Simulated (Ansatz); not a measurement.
# BF3Li: the cost of one run

Computed with Ansatz 0.2.0, Gaussian basis. Level: RKS PBE-D4/def2-SVP.

Levels: PBE-D4, revPBE-D4, BLYP-D4, r2SCAN-D4, B97M-V, PBE0-D4, B3LYP-D4, HSE06-D4, wB97X-V, wB97M-V, B2PLYP, Hartree-Fock, MP2, CCSD, CCSD(T). The reference is CCSD(T) extrapolated to the basis limit.

Cores are frozen in the correlated methods. The outer core shell of Li, Na, Mg and K is correlated. B3LYP uses VWN-RPA correlation. B2PLYP carries no dispersion term here.

164 further runs of the same task are left out: 1 that didn't finish, 163 set aside as unsound or not needed.

## Step 1: The system as given

The pair, from a GFN2-xTB docking trial: 5 atoms, charge 1, spin multiplicity 1.

Atoms are counted from 1 here; the program's logs count them from 0.

Bond lengths: Li1–F2 1.747 Å, F2–B3 1.376 Å, B3–F4 1.278 Å, B3–F5 1.278 Å. Angles: Li1–F2–B3 179.0°, F2–B3–F4 116.7°, F2–B3–F5 116.5°, F4–B3–F5 126.8°.

Coordinates:

```xyz
5
charge 1, multiplicity 1
Li   -0.0134   -0.1480   -2.4477
F    -0.0078   -0.0563   -0.7027
B    -0.0046    0.0408    0.6697
F     0.0198   -1.0578    1.3229
F     0.0060    1.2214    1.1578
```

Atoms 1 to 1 are fragment A (Li+), the rest fragment B (BF3).

## Step 2: A first relaxation in a small basis

pre/in.yaml

```yaml
crystal:
  periodic: [false, false, false]
  atoms:
    - {symbol: Li, position_ang: [-0.013400, -0.148000, -2.447700]}
    - {symbol: F, position_ang: [-0.007800, -0.056300, -0.702700]}
    - {symbol: B, position_ang: [-0.004600, 0.040800, 0.669700]}
    - {symbol: F, position_ang: [0.019800, -1.057800, 1.322900]}
    - {symbol: F, position_ang: [0.006000, 1.221400, 1.157800]}
basis:
  gaussian: {orbitals: def2-SVP}
total_charge: 1
hamiltonian: {xc: pbe, dispersion: d4}
relax: {f_tol: 0.03, max_steps: 250}
```

On the command line:

```sh
> ansatz run in.yaml --threads 2 --pin off --events-out ev --progress --plain --max-ram 5222MiB
```

**Question.** How long does this run take on 2 threads of Intel Xeon Platinum 8259CL at 2.50GHz, shared host?

About 4.9 s.
